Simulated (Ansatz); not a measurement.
# C2H11AlAsNSiZn: one species, many methods

Aim: compute C2H11AlAsNSiZn with functionals from several rungs and with coupled cluster. The yardstick is the atomisation energy at the CCSD(T) limit.

Program: Ansatz 0.2.0, Gaussian basis. Level of theory: functionals in def2-TZVPP, the program's frozen cores in correlated methods. These are calculated values, not measurements.

Levels to be run: LDA (SPW92), PBE-D4, revPBE-D4, BLYP-D4, r2SCAN-D4, B97M-V, PBE0-D4, B3LYP-D4, r2SCANh-D4, r2SCAN0-D4, HSE06-D4, BHLYP-D4, CAM-B3LYP-D4, LC-ωPBE, ωB97X-V, ωB97M-V, B2PLYP, PBE-QIDH; CCSD(T)/def2-SVP; CCSD(T)/def2-TZVPP; MP2/def2-QZVPP; extrapolation to the limit; RPA on PBE.

## (1) Structure used throughout

All runs share one geometry, relaxed beforehand with PBE0-D4 in a triple-zeta def2 set.

18 atoms, charge 0, spin multiplicity 1.

Atoms are counted from 1 here; the program's logs count them from 0.

Bond lengths: C1–As2 1.977 Å, C1–H8 1.093 Å, C1–H9 1.090 Å, C1–H10 1.091 Å, As2–Si3 2.416 Å, As2–C5 2.018 Å, Si3–Al4 2.448 Å, Si3–H11 1.499 Å, Si3–H12 1.491 Å, Al4–C5 2.038 Å, Al4–H13 1.591 Å, Al4–H14 1.769 Å, C5–N6 1.497 Å, C5–H15 1.092 Å, N6–Zn7 2.065 Å, N6–H16 1.017 Å, N6–H17 1.016 Å, Zn7–H14 1.712 Å and more. Angles: As2–C1–H8 113.5°, As2–C1–H9 108.2°, As2–C1–H10 108.6°, H8–C1–H9 108.6°, H8–C1–H10 109.0°, H9–C1–H10 108.8°, C1–As2–Si3 94.6°, C1–As2–C5 96.0°, Si3–As2–C5 85.0°, As2–Si3–Al4 79.6°, As2–Si3–H11 107.2°, As2–Si3–H12 112.2°, Al4–Si3–H11 118.1°, Al4–Si3–H12 128.1°, H11–Si3–H12 106.4°, Si3–Al4–C5 83.7°, Si3–Al4–H13 127.5°, Si3–Al4–H14 112.6° and more.

## (2) LDA

This LDA is Slater exchange with PW92 correlation.

Input file in.yaml:

```yaml
crystal:
  periodic: [false, false, false]
  atoms:
    - {symbol: C, position_ang: [0.451238, -2.536903, 0.643209]}
    - {symbol: As, position_ang: [0.803462, -0.758534, 1.432468]}
    - {symbol: Si, position_ang: [2.110989, 0.029632, -0.440352]}
    - {symbol: Al, position_ang: [-0.133333, 0.076416, -1.416817]}
    - {symbol: C, position_ang: [-0.734807, 0.182915, 0.527572]}
    - {symbol: N, position_ang: [-0.733493, 1.633415, 0.899377]}
    - {symbol: Zn, position_ang: [-1.799245, 2.285964, -0.745191]}
    - {symbol: H, position_ang: [0.280423, -2.507857, -0.435783]}
    - {symbol: H, position_ang: [1.312777, -3.174574, 0.842522]}
    - {symbol: H, position_ang: [-0.425335, -2.966711, 1.129624]}
    - {symbol: H, position_ang: [2.730704, 1.331159, -0.030803]}
    - {symbol: H, position_ang: [3.238691, -0.889424, -0.767646]}
    - {symbol: H, position_ang: [-0.738982, -0.918753, -2.499884]}
    - {symbol: H, position_ang: [-0.643184, 1.708982, -1.867800]}
    - {symbol: H, position_ang: [-1.680895, -0.244040, 0.867444]}
    - {symbol: H, position_ang: [0.213845, 2.001301, 0.858725]}
    - {symbol: H, position_ang: [-1.060954, 1.795532, 1.847172]}
    - {symbol: H, position_ang: [-3.191911, 2.951457, -0.843848]}
basis:
  gaussian: {orbitals: def2-TZVPP}
hamiltonian: {xc: lda}
output: {orbitals: {seedname: orbitals}}
```

Started as:

```bash
ansatz run in.yaml --threads 4 --pin off --events-out ev --progress --plain --max-ram 66560MiB --backend cuda --devices 0, --max-vram 37GiB
```

After this run come: PBE-D4 (GGA); revPBE-D4 (GGA); BLYP-D4 (GGA); r2SCAN-D4 (meta-GGA); B97M-V (meta-GGA); PBE0-D4 (hybrid); B3LYP-D4 (hybrid); r2SCANh-D4 (hybrid); r2SCAN0-D4 (hybrid); HSE06-D4 (hybrid); BHLYP-D4 (hybrid); CAM-B3LYP-D4 (range-separated); LC-ωPBE (range-separated); ωB97X-V (range-separated); ωB97M-V (range-separated); B2PLYP (double hybrid); PBE-QIDH (double hybrid); CCSD(T) in def2-SVP; CCSD(T) in def2-TZVPP; MP2 in def2-QZVPP; RPA on PBE orbitals.

**Question.** What will the summary of the whole plan be? Wanted: atomisation energy, CCSD(T)/CBS; farthest beyond LDA; mean size of error, GGA; mean size of error, meta-GGA; mean size of error, hybrid; mean size of error, range-separated; mean size of error, double hybrid; gap, smallest and largest; T1 diagnostic.

The runs gave:

| quantity | value |
| --- | --- |
| atomisation energy, CCSD(T)/CBS | 5501.0 kJ/mol |
| functionals within 55.0 kJ/mol (1.0 %) | revPBE-D4, BLYP-D4, r2SCAN-D4, B97M-V, PBE0-D4, B3LYP-D4, r2SCANh-D4, r2SCAN0-D4, HSE06-D4, CAM-B3LYP-D4, LC-ωPBE, ωB97X-V, ωB97M-V, PBE-QIDH |
| farthest beyond LDA | BHLYP-D4 (-131.2 kJ/mol) |
| mean size of error, GGA | 54.6 kJ/mol |
| mean size of error, meta-GGA | 28.7 kJ/mol |
| mean size of error, hybrid | 32.5 kJ/mol |
| mean size of error, range-separated | 21.8 kJ/mol |
| mean size of error, double hybrid | 74.8 kJ/mol |
| gap, smallest and largest | 3.08 eV (LDA (SPW92)), 9.08 eV (LC-ωPBE) |
| T1 diagnostic | 0.0137 |
| triples share of the correlation energy | 3.9 % |

**Reading.** LDA overbinds by 784.2 kJ/mol (14 %). PBE-D4 is off by +60.5 kJ/mol. Double hybrids carry the basis error of their MP2 part in triple zeta, and no dispersion term here, so their miss is partly the set-up's. The rungs range-separated, meta-GGA, hybrid, GGA miss on average by less than the doubt on the reference (55.0 kJ/mol), so they tie. Misses under about 55.0 kJ/mol are within the doubt on the reference itself, which lacks core-valence correlation, relativity and higher excitations, and its outer-core shells are covered unevenly. Hartree-Fock recovers 70 % of the binding; the rest is correlation. CCSD(T) in def2-SVP is off by -349.2 kJ/mol, worse than the median functional, from the basis alone. Orbital gaps span 3.1 to 9.1 eV; exact exchange widens them. For Zn the d shell is correlated and the shells below it are frozen. Correlated methods include outer-core shells of As, which these sets cover unevenly.
